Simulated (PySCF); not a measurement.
# Methyldifluoroisocyanate Silane (C2H3F2NOSi): NMR shifts in gas and solvents

Aim: compute the NMR shifts of Methyldifluoroisocyanate Silane (C2H3F2NOSi) (`C[Si](F)(F)N=C=O`), and see what a dielectric continuum does where one was used.

Programs: PySCF 2.14.0, with density-fitted response routines of our own. Each step states its level of theory. These are calculated values for one molecule, in the gas phase or a continuum, unless marked as measured. Atoms count from 0, in the outputs and in this text.

## 1. The starting structure

10 atoms, charge 0, multiplicity 1; geometry from: GFN2-xTB. The atoms were then displaced at random by about 0.01 Å, so the start is not that level's minimum.

Bonds of the start (Å): C0–Si1 1.88, Si1–F2 1.60, Si1–F3 1.59, Si1–N4 1.71, N4–C5 1.18, C5–O6 1.17, C0–H7 1.08, C0–H8 1.07, C0–H9 1.12.

## 2. Optimising the geometry at PBE0-D3(BJ)/def2-TZVP

The job: settings as JSON, then the geometry in Å.

```
{"job": {"xc": "PBE0", "basis": "def2-TZVP", "d3": "d3bj", "grid": 2, "shake": 0.01, "kind": "geom"}, "charge": 0, "multiplicity": 1}
C     -1.323570    -0.753160    -0.154870
Si    -0.248230     0.775490     0.037750
F     -0.438720     1.832270    -1.150960
F     -0.558390     1.644320     1.331140
N      1.427780     0.451820     0.116880
C      2.441780    -0.154260     0.167590
O      3.472380    -0.698900     0.214090
H     -1.194380    -1.181840    -1.139440
H     -1.132800    -1.477350     0.611870
H     -2.395420    -0.459330    -0.055100
```

Launch:

```bash
$ OMP_NUM_THREADS=1 python probes_run.py task.json out
```

This one command runs all jobs of the session in turn.

Log:

```text
step   0  E = -697.02630405  max force = 0.032100
step   1  E = -697.02914857  max force = 0.015349
step   2  E = -697.03006337  max force = 0.003926
step   3  E = -697.03012976  max force = 0.000611
step   4  E = -697.03014013  max force = 0.000680
step   5  E = -697.03016060  max force = 0.001179
step   6  E = -697.03017494  max force = 0.000980
step   7  E = -697.03019560  max force = 0.000882
step   8  E = -697.03020999  max force = 0.000704
step   9  E = -697.03022026  max force = 0.000845
step  10  E = -697.03023048  max force = 0.000487
step  11  E = -697.03023502  max force = 0.000212
optimisation converged
```

Wall time 4.4 min (1 thread of Arm Neoverse V1, shared host); peak memory 1.1 GiB.

Step by step:

| step | energy from step 0 (eV) | largest force component (eV/Å) |
| --- | --- | --- |
| 0 | 0.0000 | 1.6506 |
| 1 | -0.0774 | 0.7893 |
| 2 | -0.1023 | 0.2019 |
| 3 | -0.1041 | 0.0314 |
| 4 | -0.1044 | 0.0350 |
| 5 | -0.1049 | 0.0606 |
| 6 | -0.1053 | 0.0504 |
| 7 | -0.1059 | 0.0454 |
| 8 | -0.1063 | 0.0362 |
| 9 | -0.1066 | 0.0435 |
| 10 | -0.1068 | 0.0250 |
| 11 | -0.1070 | 0.0109 |

Distances of close pairs at the start and the end, largest changes first:

| bond | before (Å) | after (Å) | change (Å) |
| --- | --- | --- | --- |
| C0–Si1 | 1.879 | 1.831 | -0.048 |
| C0–H9 | 1.116 | 1.092 | -0.024 |
| C0–H8 | 1.072 | 1.092 | +0.020 |
| Si1–F2 | 1.602 | 1.582 | -0.020 |
| Si1–N4 | 1.709 | 1.689 | -0.020 |
| N4–C5 | 1.182 | 1.194 | +0.012 |
| C0–H7 | 1.082 | 1.092 | +0.010 |
| Si1–F3 | 1.589 | 1.581 | -0.007 |

The next job starts from the end point, and lists it.

| at the end point | value |
| --- | --- |
| point group (found at 0.08 Å tolerance) | Cs |
| rotational constants (GHz, main isotopes) | 3.723, 1.244, 1.213 |
| dipole moment (D) | 2.38 |

## 3. NMR shieldings: PBE0/pcSseg-2

The job: settings as JSON, then the geometry in Å.

```
{"job": {"kind": "nmr", "xc": "PBE0", "basis": "pcSseg-2"}, "charge": 0, "multiplicity": 1}
C     -1.281492    -0.774996    -0.100130
Si    -0.288992     0.761967    -0.023773
F     -0.545299     1.659847    -1.300744
F     -0.699140     1.632708     1.231027
N      1.374892     0.488340     0.076340
C      2.451893    -0.018053     0.174600
O      3.510865    -0.485712     0.268529
H     -0.982383    -1.384760    -0.954940
H     -1.149276    -1.364887     0.809055
H     -2.342219    -0.535707    -0.203042
```

Level: GIAO PBE0/pcSseg-2 NMR shielding, non-relativistic, gas phase.

Log:

```text
coarse grid: 9976 points
cycle   1  E = -696.8496445543  dE =  1.084e+00  |g| = 1.023e+00  |ddm| = 2.549e+00
cycle   2  E = -696.5168316647  dE =  3.328e-01  |g| = 1.750e+00  |ddm| = 1.208e+00
cycle   3  E = -697.0003124744  dE = -4.835e-01  |g| = 3.571e-01  |ddm| = 8.414e-01
cycle   4  E = -697.0251310597  dE = -2.482e-02  |g| = 6.994e-02  |ddm| = 1.816e-01
cycle   5  E = -697.0259220561  dE = -7.910e-04  |g| = 2.754e-02  |ddm| = 4.921e-02
cycle   6  E = -697.0260839481  dE = -1.619e-04  |g| = 5.566e-03  |ddm| = 1.835e-02
cycle   7  E = -697.0260890688  dE = -5.121e-06  |g| = 2.215e-03  |ddm| = 3.103e-03
final grid: 95872 points
cycle   8  E = -697.0273438145  dE = -5.725e-05  |g| = 1.227e-02  |ddm| = 3.137e-02
cycle   9  E = -697.0272559584  dE =  8.786e-05  |g| = 2.500e-02  |ddm| = 1.493e-02
cycle  10  E = -697.0273688017  dE = -1.128e-04  |g| = 2.854e-03  |ddm| = 1.077e-02
cycle  11  E = -697.0273704204  dE = -1.619e-06  |g| = 4.237e-04  |ddm| = 1.497e-03
cycle  12  E = -697.0273704437  dE = -2.329e-08  |g| = 1.894e-04  |ddm| = 2.623e-04
cycle  13  E = -697.0273704513  dE = -7.683e-09  |g| = 2.782e-05  |ddm| = 1.109e-04
cycle  14  E = -697.0273704515  dE = -1.364e-10  |g| = 8.999e-06  |ddm| = 1.861e-05
converged SCF energy = -697.0273704515

GIAO shielding tensors (ppm)
atom      isotropic    diamagn.    paramagn.     s11        s22        s33       span
  0 C      191.129     246.958     -55.829    187.605    188.298    197.485      9.879
  1 Si     394.294     875.067    -480.774    357.577    381.327    443.977     86.401
  2 F      315.578     466.273    -150.696    262.758    300.344    383.632    120.874
  3 F      315.108     466.342    -151.234    262.206    300.363    382.755    120.549
  4 N      213.954     334.771    -120.817    152.352    153.337    336.174    183.822
  5 C       58.111     265.819    -207.708    -50.780    -50.125    275.239    326.019
  6 O      192.959     393.689    -200.730     98.769    101.693    378.416    279.647
  7 H       31.158      30.994       0.164     27.121     28.653     37.700     10.579
  8 H       31.146      30.939       0.207     27.140     28.592     37.706     10.566
  9 H       31.058      29.026       2.032     26.693     28.031     38.449     11.755
```

Run time: 40 s. Hardware: 1 thread of Arm Neoverse V1, shared host; peak memory 1.2 GiB.

The references, computed at this level on geometries of the same kind, shield at (ppm): 1H TMS 31.52, 13C TMS 186.0, 29Si TMS 342.2, 19F CFCl3 174.3, 15N NH3 263.8, 17O H2O 329.5. Their shielding less the atom's gives the shift. The references are single molecules in the gas phase, so shifts against H2O, NH3, PH3, H3PO4 or CFCl3 are not on the usual liquid scales and can be off by tens of ppm. Atoms listed in one row are averaged.

| atoms | environment | σ (ppm) | δ (ppm) |
| --- | --- | --- | --- |
| C5 | central carbon of a heterocumulene | 58.1 | 127.9 |
| C0 | methyl carbon bonded to Si | 191.1 | -5.1 |
| H7, H8, H9 | hydrogen on a methyl carbon bonded to Si | 31.12 | 0.40 |
| Si1 | silicon bonded to C, 2 F, N | 394.3 | -52.1 |
| F2, F3 | fluorine bonded to Si | 315.3 | -141.0 |
| N4 | heterocumulene nitrogen | 214.0 | 49.8 |
| O6 | carbonyl oxygen | 193.0 | 136.6 |

The run also stored atomic charges by several schemes (e):

| atoms | Mulliken | IAO | Hirshfeld | ESP fit |
| --- | --- | --- | --- | --- |
| C0 | -0.30 | -0.81 | -0.22 | -0.90 |
| Si1 | 1.25 | 1.74 | 0.58 | 1.18 |
| F2, F3 | -0.40 | -0.53 | -0.19 | -0.34 |
| N4 | -0.52 | -0.62 | -0.24 | -0.61 |
| C5 | 0.47 | 0.57 | 0.27 | 0.68 |
| O6 | -0.28 | -0.36 | -0.18 | -0.38 |

Mayer bond orders: C0–Si1 1.02, Si1–F2 0.97, Si1–F3 0.97, Si1–N4 0.93, N4–C5 2.09, C5–O6 2.07.

## 4. Nuclear shieldings: KT3/pcSseg-2

Settings changed since step 3:

```diff
@@ -1,2 +1,2 @@
-{"job": {"kind": "nmr", "xc": "PBE0", "basis": "pcSseg-2"}, "charge": 0, "multiplicity": 1}
+{"job": {"kind": "nmr", "xc": "KT3", "basis": "pcSseg-2", "pop": false}, "charge": 0, "multiplicity": 1}
 C     -1.281492    -0.774996    -0.100130
```

Level: GIAO KT3/pcSseg-2 NMR shielding, non-relativistic, gas phase.

Log:

```text
coarse grid: 9976 points
cycle   1  E = -704.9319131270  dE =  1.112e+00  |g| = 1.310e+00  |ddm| = 2.552e+00
cycle   2  E = -703.8051065126  dE =  1.127e+00  |g| = 2.809e+00  |ddm| = 2.047e+00
cycle   3  E = -705.0982803629  dE = -1.293e+00  |g| = 7.450e-01  |ddm| = 1.667e+00
cycle   4  E = -705.2163034329  dE = -1.180e-01  |g| = 1.865e-01  |ddm| = 4.370e-01
cycle   5  E = -705.2222785502  dE = -5.975e-03  |g| = 7.940e-02  |ddm| = 1.519e-01
cycle   6  E = -705.2237401524  dE = -1.462e-03  |g| = 1.620e-02  |ddm| = 5.950e-02
cycle   7  E = -705.2237859894  dE = -4.584e-05  |g| = 7.763e-03  |ddm| = 1.220e-02
cycle   8  E = -705.2237964732  dE = -1.048e-05  |g| = 2.251e-03  |ddm| = 4.855e-03
cycle   9  E = -705.2237972762  dE = -8.030e-07  |g| = 6.723e-04  |ddm| = 1.706e-03
final grid: 95872 points
cycle  10  E = -705.2417987139  dE = -4.097e-04  |g| = 3.323e-02  |ddm| = 1.214e-01
cycle  11  E = -705.2414072743  dE =  3.914e-04  |g| = 5.892e-02  |ddm| = 3.845e-02
cycle  12  E = -705.2419281659  dE = -5.209e-04  |g| = 9.715e-03  |ddm| = 2.837e-02
cycle  13  E = -705.2419403202  dE = -1.215e-05  |g| = 5.648e-03  |ddm| = 6.624e-03
cycle  14  E = -705.2419463751  dE = -6.055e-06  |g| = 5.878e-04  |ddm| = 2.619e-03
cycle  15  E = -705.2419464432  dE = -6.812e-08  |g| = 2.874e-04  |ddm| = 5.775e-04
cycle  16  E = -705.2419464598  dE = -1.655e-08  |g| = 8.730e-05  |ddm| = 1.744e-04
cycle  17  E = -705.2419464614  dE = -1.620e-09  |g| = 1.028e-05  |ddm| = 5.565e-05
cycle  18  E = -705.2419464614  dE = -2.001e-11  |g| = 3.707e-06  |ddm| = 8.788e-06
converged SCF energy = -705.2419464614

GIAO shielding tensors (ppm)
atom      isotropic    diamagn.    paramagn.     s11        s22        s33       span
  0 C      188.250     246.785     -58.535    184.785    185.369    194.596      9.811
  1 Si     414.504     877.362    -462.858    380.480    406.324    456.708     76.228
  2 F      310.726     467.861    -157.135    256.343    294.040    381.794    125.451
  3 F      310.203     467.965    -157.762    255.732    294.018    380.859    125.127
  4 N      214.934     330.683    -115.749    154.788    155.616    334.399    179.611
  5 C       66.343     265.041    -198.697    -38.411    -37.764    275.205    313.616
  6 O      197.843     393.050    -195.207    106.129    108.868    378.533    272.404
  7 H       31.276      31.340      -0.064     27.396     28.931     37.500     10.104
  8 H       31.265      31.285      -0.021     27.417     28.870     37.506     10.089
  9 H       31.178      29.181       1.996     26.980     28.323     38.230     11.250
```

Wall time 53 s (1 thread of Arm Neoverse V1, shared host); peak memory 0.99 GiB.

Key values: δ C5 116.9, C0 -5.0, Si1 -55.1, F2 -165.0, H7 0.39 ppm (means over like atoms).

## 5. Shielding tensors: wB97X-D/pcSseg-2

Settings changed since step 4:

```diff
@@ -1,2 +1,2 @@
-{"job": {"kind": "nmr", "xc": "KT3", "basis": "pcSseg-2", "pop": false}, "charge": 0, "multiplicity": 1}
+{"job": {"kind": "nmr", "xc": "wB97X-D", "basis": "pcSseg-2", "pop": false}, "charge": 0, "multiplicity": 1}
 C     -1.281492    -0.774996    -0.100130
```

Method: GIAO wB97X-D/pcSseg-2 NMR shielding, non-relativistic, gas phase.

Log:

```text
coarse grid: 9976 points
cycle   1  E = -697.2436205398  dE =  1.141e+00  |g| = 1.060e+00  |ddm| = 2.484e+00
cycle   2  E = -697.1286927406  dE =  1.149e-01  |g| = 1.419e+00  |ddm| = 1.070e+00
cycle   3  E = -697.4311427229  dE = -3.024e-01  |g| = 2.009e-01  |ddm| = 6.294e-01
cycle   4  E = -697.4379782411  dE = -6.836e-03  |g| = 6.214e-02  |ddm| = 1.053e-01
cycle   5  E = -697.4386800486  dE = -7.018e-04  |g| = 1.213e-02  |ddm| = 3.683e-02
cycle   6  E = -697.4387094367  dE = -2.939e-05  |g| = 3.106e-03  |ddm| = 1.038e-02
cycle   7  E = -697.4387117761  dE = -2.339e-06  |g| = 8.941e-04  |ddm| = 2.745e-03
final grid: 95872 points
cycle   8  E = -697.4420901020  dE = -1.718e-04  |g| = 1.176e-02  |ddm| = 4.033e-02
cycle   9  E = -697.4420839118  dE =  6.190e-06  |g| = 1.374e-02  |ddm| = 1.057e-02
cycle  10  E = -697.4421120752  dE = -2.816e-05  |g| = 1.602e-03  |ddm| = 5.434e-03
cycle  11  E = -697.4421124468  dE = -3.716e-07  |g| = 7.727e-04  |ddm| = 9.660e-04
cycle  12  E = -697.4421125474  dE = -1.006e-07  |g| = 2.271e-04  |ddm| = 4.496e-04
cycle  13  E = -697.4421125564  dE = -9.041e-09  |g| = 3.016e-05  |ddm| = 1.192e-04
cycle  14  E = -697.4421125567  dE = -2.760e-10  |g| = 1.569e-05  |ddm| = 3.620e-05
converged SCF energy = -697.4421125567

GIAO shielding tensors (ppm)
atom      isotropic    diamagn.    paramagn.     s11        s22        s33       span
  0 C      191.128     246.814     -55.686    187.838    188.454    197.092      9.254
  1 Si     393.917     874.789    -480.872    357.281    380.522    443.948     86.667
  2 F      319.784     466.140    -146.357    268.444    304.527    386.379    117.935
  3 F      319.332     466.189    -146.857    267.925    304.552    385.519    117.594
  4 N      215.553     333.528    -117.974    153.879    154.985    337.796    183.917
  5 C       56.488     265.428    -208.940    -53.399    -52.878    275.740    329.139
  6 O      195.160     393.016    -197.856    100.769    104.016    380.695    279.926
  7 H       31.270      30.997       0.273     27.248     28.765     37.797     10.549
  8 H       31.259      30.940       0.319     27.269     28.705     37.803     10.535
  9 H       31.172      29.044       2.129     26.831     28.142     38.544     11.713
```

Run time: 49 s. Hardware: 1 thread of Arm Neoverse V1, shared host; peak memory 1.3 GiB.

Key values: δ C5 129.8, C0 -4.8, Si1 -52.5, F2 -134.6, H7 0.40 ppm (means over like atoms).

(Part 1 of 2 ends here.)
